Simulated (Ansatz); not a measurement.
# ClH2O2Si: the cost of one run

All numbers are computed with the Python package of Ansatz 0.2.0. Level of theory: PBE/def2-SVPD.

## Step 1: The system

Bond lengths: O1–Si2 1.768 Å, Si2–O3 1.702 Å, Si2–Cl4 2.021 Å, Si2–H5 1.476 Å, O3–H6 1.025 Å. Angles: O1–Si2–O3 108.9°, O1–Si2–Cl4 110.8°, O1–Si2–H5 108.8°, O3–Si2–Cl4 109.2°, O3–Si2–H5 110.6°, Cl4–Si2–H5 108.6°, Si2–O3–H6 103.9°.

The script holds or builds the structure itself.

## Step 2: Script

Input file clh2o2si.py:

```python
'''Energy to split ClH2O2Si into its atoms.'''

from collections import Counter

import ansatz as az


def total_energy(molecule, charge=0, unpaired=0):
    calc = molecule.calculation().basis(gaussian='def2-SVPD').functional('PBE')
    if charge:
        calc = calc.charge(charge)
    if unpaired:
        calc = calc.spin('collinear', total=unpaired)
    return calc.run(threads=1, backend='cpu').report['free_energy_ev']

geometry_ang = [
    ('O', (0.6675, -1.4231, -0.9697)),
    ('Si', (-0.1043, 0.0287, -0.3194)),
    ('O', (-0.0586, -0.0362, 1.3808)),
    ('Cl', (-2.0276, 0.154, -0.9277)),
    ('H', (0.6233, 1.214, -0.8124)),
    ('H', (0.9418, -0.0014, 1.6022)),
]
system = az.Crystal.molecule()
for symbol, xyz in geometry_ang:
    system = system.atom(symbol, xyz)

# Hund ground states
unpaired = {'O': 2, 'Si': 2, 'Cl': 1, 'H': 1}
counts = Counter(site.symbol for site in system.cartesian_sites)
atom_energy = {s: total_energy(az.Crystal.molecule().atom(s, (0, 0, 0)), 0, unpaired[s]) for s in counts}
whole = total_energy(system, 0, 1)
for s, e in atom_energy.items():
    print(f'{s:2s} x{counts[s]}  {e:14.5f} eV')
print(f'ClH2O2Si: {whole:.5f} eV')
split = sum(counts[s] * e for s, e in atom_energy.items()) - whole
print(f'atomisation energy (no zero-point term): {96.485332 * split:.1f} kJ/mol, {split / sum(counts.values()):.3f} eV an atom')
```

## Step 3: The input behind the calls

The engine receives this input (first run):

```yaml
crystal:
  periodic: [false, false, false]
  atoms:
    - { symbol: O, position_ang: [0.0, 0.0, 0.0] }
basis:
  gaussian:
    orbitals: def2-SVPD
hamiltonian:
  xc: pbe
magnetization:
  spin_polarized: true
  initial_magnetization: 2.0
```

## Step 4: The run

Command:

```bash
> python clh2o2si.py
```

**Question.** How long does this script take on 1 thread of Arm Neoverse V1, shared host, and how much memory does it need?

About 28 s, with a peak of 0.33 GiB.
